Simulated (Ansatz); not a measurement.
# C₂H₄BClO: basis-set convergence

An exercise on one series of results from a longer session: the logs are not shown, and one member is left open.

The runs use Ansatz 0.2.0, Gaussian basis; one geometry, several basis sets.

Plan: PBE0-D4/def2-SVP; ωB97M-V/def2-SVP; PBE0-D4/def2-QZVPP; ωB97M-V/def2-QZVPP; the functionals' def2-TZVPP values are taken from earlier runs.

## The relaxed structure

All runs share one geometry, relaxed beforehand with PBE0-D4 in a triple-zeta def2 set.

9 atoms, charge 0, spin multiplicity 1.

Atoms are counted from 1 here; the program's logs count them from 0.

Bond lengths: O1–B2 1.334 Å, O1–H6 0.962 Å, B2–C3 1.519 Å, B2–C4 1.528 Å, C3–C4 1.558 Å, C3–H7 1.086 Å, C3–H8 1.088 Å, C4–Cl5 1.764 Å, C4–H9 1.084 Å. Angles: B2–O1–H6 113.4°, O1–B2–C3 147.7°, O1–B2–C4 149.9°, C3–B2–C4 61.5°, B2–C3–C4 59.5°, B2–C3–H7 124.7°, B2–C3–H8 117.5°, C4–C3–H7 114.7°, C4–C3–H8 116.8°, H7–C3–H8 112.8°, B2–C4–C3 58.9°, B2–C4–Cl5 120.5°, B2–C4–H9 123.1°, C3–C4–Cl5 118.8°, C3–C4–H9 114.8°, Cl5–C4–H9 111.0°.

As a file:

```csv
atom,x (Å),y (Å),z (Å)
O1,-1.17378,0.82271,-1.46559
B2,-0.47345,0.16753,-0.53775
C3,0.51870,-0.93793,-0.22110
C4,0.12183,0.10362,0.86806
Cl5,1.32086,1.28944,1.38651
H6,-1.58181,1.63000,-1.13680
H7,0.24724,-1.96292,0.01156
H8,1.51889,-0.85126,-0.64069
H9,-0.41005,-0.30748,1.71870
```

Set-up of the first run:

Contents of in.yaml:

```yaml
crystal:
  periodic: [false, false, false]
  atoms:
    - {symbol: O, position_ang: [-1.173783, 0.822709, -1.465586]}
    - {symbol: B, position_ang: [-0.473452, 0.167532, -0.537750]}
    - {symbol: C, position_ang: [0.518695, -0.937932, -0.221098]}
    - {symbol: C, position_ang: [0.121828, 0.103616, 0.868060]}
    - {symbol: Cl, position_ang: [1.320860, 1.289435, 1.386507]}
    - {symbol: H, position_ang: [-1.581815, 1.629998, -1.136803]}
    - {symbol: H, position_ang: [0.247235, -1.962919, 0.011558]}
    - {symbol: H, position_ang: [1.518887, -0.851262, -0.640688]}
    - {symbol: H, position_ang: [-0.410054, -0.307476, 1.718701]}
basis:
  gaussian: {orbitals: def2-SVP}
hamiltonian: {xc: pbe0, dispersion: d4}
output: {orbitals: {seedname: orbitals}}
```

Run with:

```
$ ansatz run in.yaml --threads 2 --pin off --events-out ev --progress --plain --max-ram 4352MiB
```

Among the steps run: PBE0-D4 in def2-SVP; ωB97M-V in def2-SVP; PBE0-D4 in def2-QZVPP; ωB97M-V in def2-QZVPP.

One table of the session follows, with a row left open; its other results are not shown here.

```
functional       basis  HOMO (eV)
   PBE0-D4    def2-SVP      -6.95
   PBE0-D4  def2-TZVPP      -7.10
   PBE0-D4  def2-QZVPP      -7.14
   ωB97M-V    def2-SVP      -9.17
   ωB97M-V  def2-TZVPP          ?
   ωB97M-V  def2-QZVPP      -9.39
```

**Question.** Estimate the row for ωB97M-V, def2-TZVPP.

**Answer.** HOMO (eV): -9.35. In the column «HOMO (eV)» it lies between ωB97M-V, def2-QZVPP (-9.39) and ωB97M-V, def2-SVP (-9.17).
